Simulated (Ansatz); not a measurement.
This script makes an equation of state with a fit of Hf, space group Fm-3m with Ansatz's Python interface.

The script, `hf_eos.py`:
```python
# -*- coding: utf-8 -*-
import logging
import sys
import warnings

import ansatz as az
import numpy as np

logging.basicConfig(stream=sys.stdout, format="%(name)s: %(message)s")
log = logging.getLogger("hf")
log.setLevel(logging.INFO)

vectors0 = np.array([
    [0.0, 2.22, 2.22],
    [2.22, 0.0, 2.22],
    [2.22, 2.22, 0.0],
])
sites = [
    ("Hf", [0.0, 0.0, 0.0]),
]


def on_lattice(cell):
    crystal = az.Crystal(lattice=az.Lattice.of(cell))
    for symbol, position in sites:
        crystal = crystal.atom(symbol, position)
    return crystal

warnings.simplefilter("ignore", az.DeckWarning)

volumes, energies = [], []
for scale in np.linspace(0.9, 1.1, 9):
    cell = vectors0 * scale ** (1 / 3)
    calculation = (
        on_lattice(cell).calculation()
        .functional("pbesol")
        .occupations("fermi_dirac", width=0.1)
        .basis(500)
        .kpoints(11, 11, 11)
    )
    report = calculation.run(threads=1).report
    volumes.append(abs(np.linalg.det(cell)) / len(sites))
    energies.append(report["free_energy_ev"] / len(sites))
    log.info(f"V = {volumes[-1]:8.4f} A^3/atom  F = {energies[-1]:.5f} eV/atom")

x = np.array(volumes) ** (-2 / 3)
poly = np.polynomial.Polynomial.fit(x, energies, 3).convert()
roots = poly.deriv().roots()
x0 = min((r.real for r in roots if abs(r.imag) < 1e-9 and poly.deriv(2)(r.real) > 0), key=lambda r: abs(r - x.mean()))
v0 = x0 ** -1.5
b0 = 4 / 9 * poly.deriv(2)(x0) * v0 ** (-7 / 3) * 160.21766
b1 = 4 + 2 / 3 * x0 * poly.deriv(3)(x0) / poly.deriv(2)(x0)
log.info(f"V0 = {v0:.4f} A^3/atom, B0 = {b0:.1f} GPa, dB/dP = {b1:.2f}")
```

Its results, one of them left out:

| V (Å³/atom) | F less the lowest row shown (meV/atom) |
| --- | --- |
| 19.694 | ? |
| 20.241 | 29.37 |
| 20.788 | 9.19 |
| 21.335 | 0.00 |
| 21.882 | 0.60 |
| 22.429 | 9.96 |
| 22.976 | 27.15 |
| 23.523 | 51.39 |
| 24.070 | 81.95 |

What is the missing energy at 19.694 Å³ an atom?

A third-order Birch-Murnaghan fit, E = E0 + (9 V0 B0 / 16) [(t - 1)³ B' + (t - 1)² (6 - 4t)] with t = (V0/V)^(2/3), through the 8 rows shown gives V0 = 21.571 Å³, B0 = 107.7 GPa, B' = 3.37 and E0 = -0.88 meV. At V = 19.694 Å³, t = 1.06258, and the fit extrapolates to 61.76 meV. The run gave 61.93 meV, a miss of 0.17 meV.

Notes:
- No spin polarisation was allowed.
- For a metal this k-point mesh is coarse: on a finer one energies can move by several to tens of meV an atom and pressures by half a GPa or more, differences at one mesh by less.
- Spin-orbit coupling, which matters for elements this heavy, is left out.
- This isn't the structure that Hf takes at ambient conditions.
- Finished in 12 s on 1 thread of Arm Neoverse V2, on a shared host, peak memory 0.36 GiB.
